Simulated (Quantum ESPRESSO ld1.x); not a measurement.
# Rh⁺ in [Ar] 3d10 4s2 4p5 4d8 5d1: an all-electron calculation

Aim: the levels, the sizes of the orbitals and the parts of the energy of the rhodium ion Rh+.

Method: scalar-relativistic Kohn-Sham, LDA (Slater exchange, VWN5 correlation), spin-polarised, spherical densities, point nucleus; open shells are filled with parallel spins first. Code: Quantum ESPRESSO ld1.x 7.5.

### Step 1. The atom as given

```
element       : rhodium (Z = 45)
charge        : +1
electrons     : 44
configuration : [Ar] 3d10 4s2 4p5 4d8 5d1
```

The outer shells:

Rh⁺
```
[Ar] core
3d [↑↓][↑↓][↑↓][↑↓][↑↓]
4s [↑↓]
4p [↑↓][↑↓][↑ ]
4d [↑↓][↑↓][↑↓][↑ ][↑ ]
5d [↑ ][  ][  ][  ][  ]
```

### Step 2. Self-consistent calculation

ld1.in

```fortran
 &input
    zed=45.0,
    iswitch=1,
    rel=1,
    lsd=1,
    dft='SLA-VWN',
    config='[Ar] 3d10 4s2 4p5 4d8 5d1 5s0 5p0',
    verbosity='high',
    prefix='ld1',
    max_out_wfc=37,
    file_charge='ld1.rho',
 /
```

**Question.** What will this run give?

The runs gave:

| quantity | value |
| --- | --- |
| total energy | -4777.1075 hartree |
| exchange-correlation share of it | 2.79 % |
| −T/E | 1.0354 |
| highest occupied level | 5d up, -4.323 eV |
| most extended occupied level | 5d up, <r> = 5.69 bohr |
| radius at density 0.001 e/bohr³ | 4.20 bohr |
| maxima of the radial density | 5 |

**Reading.** 5 principal shells are occupied and 5 maxima appear in the radial density. Relativity lifts −T/E to 1.035. This is not the tabulated ground configuration, so its levels and sizes aren't those of the ground state, and no measured value stands beside it.
